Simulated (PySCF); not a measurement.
# KC⁻ (triplet): spin, charge, geometry and surroundings

How does KC⁻ (triplet) answer to another spin, charge, distance or environment?

Program: PySCF 2.14.0. Level of theory: each script names its method and basis. These are calculated values, not measurements.

4 further runs of the same task are left out: 4 that didn't finish.

### 1 The starting structure

KC⁻ (triplet): 2 atoms, charge -1, spin multiplicity 3.

Bond lengths: K1–C2 3.168 Å.

### 2 Base script

Input file input.py:

```python
from pyscf import gto, scf, mcscf, mrpt

mol = gto.M(
    atom='K 0 0 0; C 0 0 3.168',
    basis='sto-3g',
    charge=-1,
    spin=2,
    verbose=4,
)
mf = scf.ROHF(mol)
mf.kernel()
mc = mcscf.CASSCF(mf, 6, 6)
mc.kernel()
mc.analyze()
mrpt.NEVPT(mc).kernel()
mf.dip_moment()
print('orbital energies (hartree):', mf.mo_energy[..., max(0, mol.nelec[1]-3):mol.nelec[0]+3].round(4))
```

Launch:

```console
$ OMP_NUM_THREADS=1 python input.py
```

The log of this run is left out.

In short: E(SCF) = -630.104423 Eh, 8 cycles, E(CAS) − E(SCF) = -0.03364 Eh, NEVPT2 = -0.02301 Eh.

The bond length is a typed value, not an optimised one. The dipole of an ion depends on the origin. The triplet is typed in the script; nothing here shows that it is the ground state.

### 3 Electric field -0.01 a.u.

Edit 1 changes electric field: none → -0.01 a.u.

Input file input.py:

```python
from pyscf import gto, scf, mcscf, mrpt

mol = gto.M(
    atom='K 0 0 0; C 0 0 3.168',
    basis='sto-3g',
    charge=-1,
    spin=2,
    verbose=4,
)
mf = scf.ROHF(mol)
field = -0.01  # electric field along z, atomic units
h = mf.get_hcore() + field*mol.intor('int1e_r')[2]
mf.get_hcore = lambda *args: h
e_nuc = mol.energy_nuc() - field*mol.atom_charges() @ mol.atom_coords()[:, 2]
mf.energy_nuc = lambda *args: e_nuc
mf.kernel()
mc = mcscf.CASSCF(mf, 6, 6)
mc.kernel()
mc.analyze()
mrpt.NEVPT(mc).kernel()
mf.dip_moment()
print('orbital energies (hartree):', mf.mo_energy[..., max(0, mol.nelec[1]-3):mol.nelec[0]+3].round(4))
```

Launch:

```console
$ OMP_NUM_THREADS=1 python input.py
```

### 4 Electric field 0.2 a.u.

Edit 2 changes electric field: none → 0.2 a.u.

input.py, as its differences from that of step 2:

```diff
@@ -10,2 +10,7 @@
 mf = scf.ROHF(mol)
+field = 0.2  # electric field along z, atomic units
+h = mf.get_hcore() + field*mol.intor('int1e_r')[2]
+mf.get_hcore = lambda *args: h
+e_nuc = mol.energy_nuc() - field*mol.atom_charges() @ mol.atom_coords()[:, 2]
+mf.energy_nuc = lambda *args: e_nuc
 mf.kernel()
```

### 5 Electric field 0.01 a.u.

Edit 3 changes electric field: none → 0.01 a.u.

input.py, as its differences from that of step 2:

```diff
@@ -10,2 +10,7 @@
 mf = scf.ROHF(mol)
+field = 0.01  # electric field along z, atomic units
+h = mf.get_hcore() + field*mol.intor('int1e_r')[2]
+mf.get_hcore = lambda *args: h
+e_nuc = mol.energy_nuc() - field*mol.atom_charges() @ mol.atom_coords()[:, 2]
+mf.energy_nuc = lambda *args: e_nuc
 mf.kernel()
```

**Question.** What will these runs give? Wanted: for each run, E(SCF); from base; after the SCF.

**Answer**, as computed:

| run | E(SCF) (hartree) | from base (eV) | cycles | after the SCF |
| --- | --- | --- | --- | --- |
| base | -630.104423 | 0 | 8 | NEVPT2 correlation -1.542 eV (from the SCF energy, the CASSCF gain included) |
| electric field -0.01 a.u. | -630.124383 | not comparable | 9 | NEVPT2 correlation -1.753 eV (from the SCF energy, the CASSCF gain included) |
| electric field 0.2 a.u. (poor choice) | -631.163688 | not comparable | 17 | NEVPT2 correlation -1.712 eV (from the SCF energy, the CASSCF gain included) |
| electric field 0.01 a.u. | -630.095290 | not comparable | 8 | NEVPT2 correlation -1.367 eV (from the SCF energy, the CASSCF gain included) |

What this shows: Rows marked «poor choice» come from settings spoiled on purpose.
